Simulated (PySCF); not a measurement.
# C3H9NSi: the cost of one run

Programs: PySCF 2.14.0, with density-fitted response routines of our own. Each step states its level of theory. These are calculated values for one molecule in the gas phase, unless marked as measured. Atoms are numbered from 0 throughout.

## Step 1: Starting geometry

14 atoms, charge 0, multiplicity 1; geometry from: PBE0-D3(BJ)/def2-SVP.

Bonds of the start (Å): C0–C1 1.51, C1–C2 1.51, C1–N3 1.27, N3–Si4 1.74, C0–H5 1.10, C0–H6 1.10, C0–H7 1.10, C2–H8 1.10, C2–H9 1.10, C2–H10 1.10, Si4–H11 1.49, Si4–H12 1.51, Si4–H13 1.49.

## Step 2: Shielding tensors: HF/pcSseg-1

Job settings and geometry (Å):

```
{"job": {"kind": "nmr", "xc": "HF", "basis": "pcSseg-1", "pop": false}, "charge": 0, "multiplicity": 1}
C     -0.850366    -1.129719     0.676242
C     -0.413439     0.290520     0.412387
C     -1.474861     1.331420     0.652185
N      0.736625     0.650689     0.014701
Si     2.199260    -0.201717    -0.371421
H     -1.307754    -1.214822     1.674745
H     -1.628196    -1.418631    -0.050006
H     -0.019069    -1.842127     0.600020
H     -2.390004     1.096392     0.084741
H     -1.758549     1.347017     1.717752
H     -1.101786     2.320842     0.361671
H      2.501723     0.054550    -1.810762
H      2.198867    -1.691846    -0.160117
H      3.293063     0.375082     0.464385
```

Method: GIAO HF/pcSseg-1 NMR shielding, non-relativistic, gas phase.

Run with:

```sh
$ OMP_NUM_THREADS=1 python probes_run.py task.json out
```

This one command runs all jobs of the session in turn.

**Question.** How long does this first job take on 1 thread of Arm Neoverse V1, shared host, and how much memory does it need?

About 5.1 s, with a peak of 0.7 GiB.
